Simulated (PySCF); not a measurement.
**C₃H₉B₂NS: electronic excitations**

Aim: predict the electronic excitations of C₃H₉B₂NS (`BNBC(=C)SC`).

Computed with PySCF 2.14.0, with density-fitted response routines of our own, on a single molecule in the gas phase. Atoms count from 0, in the outputs and in this text.

## (1) Starting geometry

16 atoms, charge 0, multiplicity 1; geometry from: GFN2-xTB.

Bonds of the start (Å): B0–N1 1.41, N1–B2 1.41, B2–C3 1.56, C3–C4 1.33, C3–S5 1.78, S5–C6 1.82, B0–H7 1.17, B0–H8 1.17, N1–H9 1.01, B2–H10 1.17, C4–H11 1.08, C4–H12 1.08, C6–H13 1.09, C6–H14 1.09, C6–H15 1.09.

## (2) TDDFT and polarisability: CAM-B3LYP/def2-SVPD

The job: settings as JSON, then the geometry in Å.

```
{"job": {"kind": "uv", "xc": "CAM-B3LYP", "basis": "def2-SVPD", "nstates": 8, "ntriplets": 3}, "charge": 0, "multiplicity": 1}
B     -1.973751    -0.128557    -2.031893
N     -2.222136    -0.644368    -0.744364
B     -1.423670    -0.637257     0.422501
C      0.086741    -0.231601     0.391476
C      0.980359    -0.698375    -0.478522
S      0.520722     0.872378     1.713946
C      2.286278     1.223904     1.447412
H     -2.789631    -0.265524    -2.862719
H     -0.975351     0.437263    -2.248158
H     -3.143761    -1.041387    -0.614056
H     -1.908604    -0.954241     1.443785
H      0.665022    -1.380639    -1.250054
H      2.029972    -0.456454    -0.464805
H      2.429966     1.657150     0.461911
H      2.868376     0.314712     1.565399
H      2.561869     1.941942     2.212929
```

With the program's defaults for keys left out, this is: TDDFT CAM-B3LYP/def2-SVPD, vertical, gas phase, core orbitals frozen in the response.

Started as:

```sh
$ OMP_NUM_THREADS=1 python probes_run.py task.json out
```

One launch serves the whole session: the jobs run in the order shown.

The log of the run:

```text
coarse grid: 13696 points
cycle   1  E = -621.8977417565  dE =  7.429e-01  |g| = 3.559e-01  |ddm| = 7.544e+00
cycle   2  E = -621.9154206178  dE = -1.768e-02  |g| = 3.066e-01  |ddm| = 1.238e+00
cycle   3  E = -621.9350280854  dE = -1.961e-02  |g| = 6.168e-02  |ddm| = 4.270e-01
cycle   4  E = -621.9359142442  dE = -8.862e-04  |g| = 1.882e-02  |ddm| = 1.473e-01
cycle   5  E = -621.9360105752  dE = -9.633e-05  |g| = 4.347e-03  |ddm| = 5.571e-02
cycle   6  E = -621.9360158064  dE = -5.231e-06  |g| = 1.856e-03  |ddm| = 1.272e-02
final grid: 127128 points
cycle   7  E = -622.0144980466  dE = -3.735e-05  |g| = 4.815e-03  |ddm| = 1.061e-01
cycle   8  E = -622.0144973165  dE =  7.301e-07  |g| = 5.315e-03  |ddm| = 1.878e-02
cycle   9  E = -622.0145039684  dE = -6.652e-06  |g| = 3.989e-04  |ddm| = 7.871e-03
cycle  10  E = -622.0145040022  dE = -3.379e-08  |g| = 2.090e-04  |ddm| = 9.664e-04
cycle  11  E = -622.0145040137  dE = -1.148e-08  |g| = 5.962e-05  |ddm| = 6.184e-04
cycle  12  E = -622.0145040148  dE = -1.118e-09  |g| = 1.488e-05  |ddm| = 1.956e-04
cycle  13  E = -622.0145040148  dE = -7.094e-11  |g| = 5.862e-06  |ddm| = 4.518e-05
converged SCF energy = -622.0145040148

Static polarisability (au): isotropic 93.528, principal 72.509 94.065 114.010

Singlet excitations
state   eV       nm        f      main configurations
  1   4.2341    292.8   0.02070   H->L 0.95
  2   5.5133    224.9   0.04337   H->L+3 0.39, H->L+2 0.26, H->L+1 0.21
  3   5.6022    221.3   0.09295   H->L+1 0.58, H->L+2 0.23
  4   6.0690    204.3   0.04757   H-1->L 0.59, H-3->L 0.13
  5   6.1814    200.6   0.03143   H->L+4 0.36, H->L+6 0.17, H->L+5 0.11
  6   6.2838    197.3   0.00333   H->L+4 0.18, H->L+2 0.17, H-4->L 0.12
  7   6.4092    193.4   0.04501   H-3->L 0.25, H-4->L 0.17, H->L+2 0.10
  8   6.6180    187.3   0.02638   H-2->L 0.36, H-4->L 0.16, H-1->L 0.11

Triplet excitations (Tamm-Dancoff, eV): 3.2979 4.6504 5.2529
```

It took 1.8 min on 1 thread of Intel Xeon at 2.50GHz, shared host; peak memory 1 GiB.

Frontier orbitals and where they lie:

```
orbital      eV                      atoms
 HOMO−3  -10.63  S5 14 %, B0 13 %, C3 13 %
 HOMO−2  -10.23   S5 53 %, C3 14 %, C4 9 %
 HOMO−1  -10.00  C3 26 %, S5 17 %, C4 16 %
   HOMO   -7.44  S5 50 %, C4 19 %, C3 15 %
   LUMO   -0.42  B2 27 %, B0 23 %, N1 13 %
 LUMO+1    0.75  B0 18 %, B2 18 %, C3 12 %
 LUMO+2    0.99  B0 22 %, B2 15 %, S5 13 %
```

With each of the 8 states as a Gaussian band of 0.4 eV half-width at 1/e, the curve within the window shown has maxima at 293 nm (ε 840), 219 nm (ε 6,200) L/(mol cm). Beyond the last state computed it falls off for lack of states. The curve at chosen wavelengths:

```tsv
nm	ε (L/mol/cm)
179	1045
185	2592
192	4449
198	5275
205	5487
211	5770
218	6195
224	5816
231	4255
237	2638
243	1377
250	558
256	286
263	260
269	372
276	563
282	717
288	815
295	832
301	768
308	634
314	499
321	349
327	243
334	150
340	95
```

Leading natural transition orbitals of singlet state 3: the hole lies on S5 57 %; C4 20 %; C3 8 %; the particle on B0 15 %; C3 15 %; S5 12 %.

Leading natural transition orbitals of singlet state 1: the hole lies on S5 55 %; C4 21 %; C3 9 %; the particle on B2 37 %; B0 14 %; H10 12 %.

Further results of this job:

```
           property  computed
  dipole moment (D)      0.83
polarisability (Å³)     13.86
 HOMO–LUMO gap (eV)      7.01
      −ε(HOMO) (eV)      7.44
```

Orbitals, density, ELF and potential are computed afterwards from the orbital file.

Frontier orbitals at CAM-B3LYP/def2-SVPD, with the share of their density that lies nearest to each atom:

| orbital | energy (eV) | lies on |
| --- | --- | --- |
| HOMO | -7.44 | S5 57 %; C4 20 %; C3 8 % |
| LUMO | -0.42 | B2 30 %; B0 21 %; H10 10 % |

ELF in a plane through or near 6 of the atoms.

Values, 10 rows by 14 columns:
```
0.00 0.00 0.00 0.00 0.00 0.00 0.00 0.00 0.00 0.00 0.00 0.00 0.00 0.00
0.00 0.00 0.00 0.00 0.00 0.01 0.00 0.00 0.01 0.00 0.00 0.00 0.00 0.00
0.00 0.00 0.00 0.00 0.36 0.74 0.26 0.04 0.71 0.03 0.00 0.00 0.00 0.00
0.00 0.00 0.12 0.03 0.54 0.47 0.62 0.06 0.30 0.16 0.40 0.11 0.00 0.00
0.00 0.03 0.95 0.94 0.77 0.16 0.77 0.59 0.36 0.80 0.65 0.04 0.00 0.00
0.00 0.01 0.30 0.53 0.70 0.12 0.32 0.48 0.03 0.60 0.37 0.86 0.52 0.00
0.00 0.00 0.02 0.75 0.99 0.03 0.28 0.12 0.87 0.98 0.76 1.00 0.96 0.00
0.00 0.00 0.00 0.03 0.06 0.01 0.04 0.01 0.73 0.90 0.15 0.71 0.09 0.00
0.00 0.00 0.00 0.00 0.00 0.00 0.00 0.00 0.01 0.01 0.00 0.00 0.00 0.00
0.00 0.00 0.00 0.00 0.00 0.00 0.00 0.00 0.00 0.00 0.00 0.00 0.00 0.00
```
The map spans 12.8 Å across and 9.8 Å up, centred on the molecule. Atoms in the plane (x, y in Å): B0 (2.6, -0.7), S5 (-1.5, 1.2), C6 (-3.0, 0.1), H7 (3.7, -1.0), H8 (1.8, -1.4), H13 (-2.7, -0.8).

log10 of the density (e/Å³) in the same plane.

Ten even steps from ' ' (-4.0) to '@' (2.1):
```
                                                        
                                                        
                ......................                  
            ..::::------::::::::--::::....              
            ::::--======------------::::....            
      ....::----==++**++++==========------::::..        
    ....::----==++******++======++==========::..        
    ..--====++++****@@%%**++++++++++**++++++--::..      
    ::--==++********##****++++++++********++--::..      
    ::--==****%%##****++++++++++++++******++==--::..    
    ::--==++**##****++++++++++====++******++++==--::    
    ..::--==++****++============++****@@******++--::..  
      ..::--==++++++==--========++************==--::..  
        ..::--====------------==++++++++++++====--::    
          ..::::::::::::::::::--==========------::..    
              ................::::----::::::::....      
                              ................          
                                                        
                                                        
                                                        
```
The map spans 12.8 Å across and 9.8 Å up, centred on the molecule. Atoms in the plane (x, y in Å): B0 (2.6, -0.7), S5 (-1.5, 1.2), C6 (-3.0, 0.1), H7 (3.7, -1.0), H8 (1.8, -1.4), H13 (-2.7, -0.8).

On the surface of density 0.002 e/bohr³ the electrostatic potential runs, from the 1st to the 99th percentile, from -0.98 V near S5 to 1.71 V near H9.

## (3) What came out

| quantity | value |
| --- | --- |
| lowest singlet (CAM-B3LYP/def2-SVPD) | 4.23 eV (293 nm), f = 0.021 |
| brightest single state of those computed | state 3, 5.60 eV, f = 0.093 |
| lowest triplet | 3.30 eV |
| surface potential, 1st and 99th percentile | -0.98 V and 1.71 V |

The first singlet state (HOMO→LUMO 0.95) lies at 4.23 eV and is weak; of the 8 states computed, the strongest absorption comes from state 3 at 5.60 eV. The lowest triplet lies 0.94 eV below the lowest singlet (triplets in Tamm-Dancoff, singlets in full TDDFT). At CAM-B3LYP/def2-SVPD, counted by nearest atom on the grid, the HOMO lies on S5 57 %; C4 20 %, the LUMO on B2 30 %; B0 21 %.
